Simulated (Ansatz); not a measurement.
**C₂H₅AlFNS: basis-set convergence**

One table from this session's results is given with a row withheld; the runs are named, their logs left out.

Program: Ansatz 0.2.0, Gaussian basis. Level of theory: one geometry, several basis sets. These are calculated values, not measurements.

Levels to be run: PBE0-D4/def2-SVP; ωB97M-V/def2-SVP; PBE0-D4/def2-QZVPP; ωB97M-V/def2-QZVPP; the functionals' def2-TZVPP values are taken from earlier runs.

### The geometry

An earlier PBE0-D4 in a triple-zeta def2 set relaxation fixed the geometry.

SMILES `FC1N[CH2][AlH][S]1`, 11 atoms, charge 0, spin multiplicity 1.

Atoms are counted from 1 here; the program's logs count them from 0.

Bond lengths: F1–C2 1.408 Å, C2–N3 1.402 Å, C2–S6 1.834 Å, C2–H7 1.091 Å, N3–C4 1.458 Å, N3–H8 1.012 Å, C4–Al5 1.965 Å, C4–H9 1.100 Å, C4–H10 1.094 Å, Al5–S6 2.171 Å, Al5–H11 1.576 Å. Angles: F1–C2–N3 112.2°, F1–C2–S6 107.0°, F1–C2–H7 105.4°, N3–C2–S6 113.5°, N3–C2–H7 110.3°, S6–C2–H7 108.0°, C2–N3–C4 117.8°, C2–N3–H8 110.6°, C4–N3–H8 114.2°, N3–C4–Al5 102.3°, N3–C4–H9 113.4°, N3–C4–H10 109.5°, Al5–C4–H9 111.8°, Al5–C4–H10 112.6°, H9–C4–H10 107.2°, C4–Al5–S6 98.2°, C4–Al5–H11 134.2°, S6–Al5–H11 127.6° and more.

As a file:

| atom | x (Å) | y (Å) | z (Å) |
| --- | --- | --- | --- |
| F1 | 0.7739 | 0.5513 | 1.9059 |
| C2 | 0.6850 | 1.0321 | 0.5858 |
| N3 | 0.9572 | 0.0351 | -0.3614 |
| C4 | -0.0055 | -1.0514 | -0.4994 |
| Al5 | -1.7235 | -0.1083 | -0.3589 |
| S6 | -0.9771 | 1.7844 | 0.3995 |
| H7 | 1.4253 | 1.8304 | 0.5180 |
| H8 | 1.9198 | -0.2700 | -0.2911 |
| H9 | 0.0986 | -1.8286 | 0.2715 |
| H10 | 0.1297 | -1.5383 | -1.4695 |
| H11 | -3.2178 | -0.4937 | -0.6798 |

The first run:

The input, in.yaml:

```yaml
crystal:
  periodic: [false, false, false]
  atoms:
    - {symbol: F, position_ang: [0.773947, 0.551305, 1.905878]}
    - {symbol: C, position_ang: [0.684977, 1.032069, 0.585768]}
    - {symbol: N, position_ang: [0.957211, 0.035145, -0.361370]}
    - {symbol: C, position_ang: [-0.005468, -1.051370, -0.499371]}
    - {symbol: Al, position_ang: [-1.723544, -0.108329, -0.358931]}
    - {symbol: S, position_ang: [-0.977112, 1.784379, 0.399485]}
    - {symbol: H, position_ang: [1.425288, 1.830419, 0.518029]}
    - {symbol: H, position_ang: [1.919758, -0.270044, -0.291128]}
    - {symbol: H, position_ang: [0.098573, -1.828584, 0.271523]}
    - {symbol: H, position_ang: [0.129679, -1.538272, -1.469458]}
    - {symbol: H, position_ang: [-3.217809, -0.493717, -0.679824]}
basis:
  gaussian: {orbitals: def2-SVP}
hamiltonian: {xc: pbe0, dispersion: d4}
output: {orbitals: {seedname: orbitals}}
```

Steps of the session up to this table: PBE0-D4 in def2-SVP; ωB97M-V in def2-SVP; PBE0-D4 in def2-QZVPP; ωB97M-V in def2-QZVPP.

One table of the session follows, with a row left open; its other results are not shown here.

It belongs to the step «Functionals by basis». 

| functional | basis | HOMO (eV) |
| --- | --- | --- |
| PBE0-D4 | def2-SVP | ? |
| PBE0-D4 | def2-TZVPP | -7.08 |
| PBE0-D4 | def2-QZVPP | -7.12 |
| ωB97M-V | def2-SVP | -9.19 |
| ωB97M-V | def2-TZVPP | -9.33 |
| ωB97M-V | def2-QZVPP | -9.37 |

Estimate the missing values for PBE0-D4, def2-SVP.

As computed: HOMO (eV): -6.96. In the column «HOMO (eV)» it is the highest.
